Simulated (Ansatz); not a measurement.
# TeF: the cost of one run

Method: DFT PBE, scalar-relativistic, plane waves, PAW, in Ansatz 0.2.0.

## Step 1: The structure to begin with

Symmetry: F-43m, No. 216, cubic system. Conventional cell: a = 5.793 Å, b = 5.793 Å, c = 5.793 Å, α = 90.00°, β = 90.00°, γ = 90.00°. Around Te (site symmetry -43m) lie 4 F at 2.51 Å. F (site symmetry -43m) has 4 Te at 2.51 Å as nearest neighbours.

Structure file:

```cif
data_structure
_symmetry_space_group_name_H-M 'P 1'
_symmetry_Int_Tables_number 1
_cell_length_a 4.0961
_cell_length_b 4.0961
_cell_length_c 4.0961
_cell_angle_alpha 60.000
_cell_angle_beta 60.000
_cell_angle_gamma 60.000
_cell_volume 48.60
loop_
_atom_site_label
_atom_site_type_symbol
_atom_site_fract_x
_atom_site_fract_y
_atom_site_fract_z
_atom_site_occupancy
Te1 Te 0.00000 0.00000 0.00000 1
F1 F 0.75000 0.75000 0.75000 1
```

(A quick probe on a coarse mesh, which set the mesh and smearing, is not shown.)

## Step 3: The relaxation

Contents of input.yaml:

```yaml
crystal:
  lattice:
    - [0.0, 2.8963846066, 2.8963846066]
    - [2.8963846066, 0.0, 2.8963846066]
    - [2.8963846066, 2.8963846066, 0.0]
  atoms:
    - { symbol: Te, position: [0.0, 0.0, 0.0] }
    - { symbol: F, position: [0.75, 0.75, 0.75] }
basis:
  ecutwfc: 420
kpoints:
  mp_grid: { grid: [16, 16, 16] }
hamiltonian:
  xc: pbe
scf:
  occupations: { method: gaussian, width: 0.1 }
output:
  forces: true
  stress: true
  eigenvalues: true
relax:
  adjacent_minimum: "off"
  f_tol: 0.01
  max_steps: 80
  cell: { stress_tol: 0.05 }
```

Launch:

```bash
ansatz run input.yaml --threads 1 --pin off --max-ram 2560MiB --backend cpu --events-out ev --progress --plain --runs-dir out
```

What time and memory should one allow on 1 thread of Intel Xeon 6975P-C (Granite Rapids), shared host?

About 34 s, with a peak of 0.46 GiB.
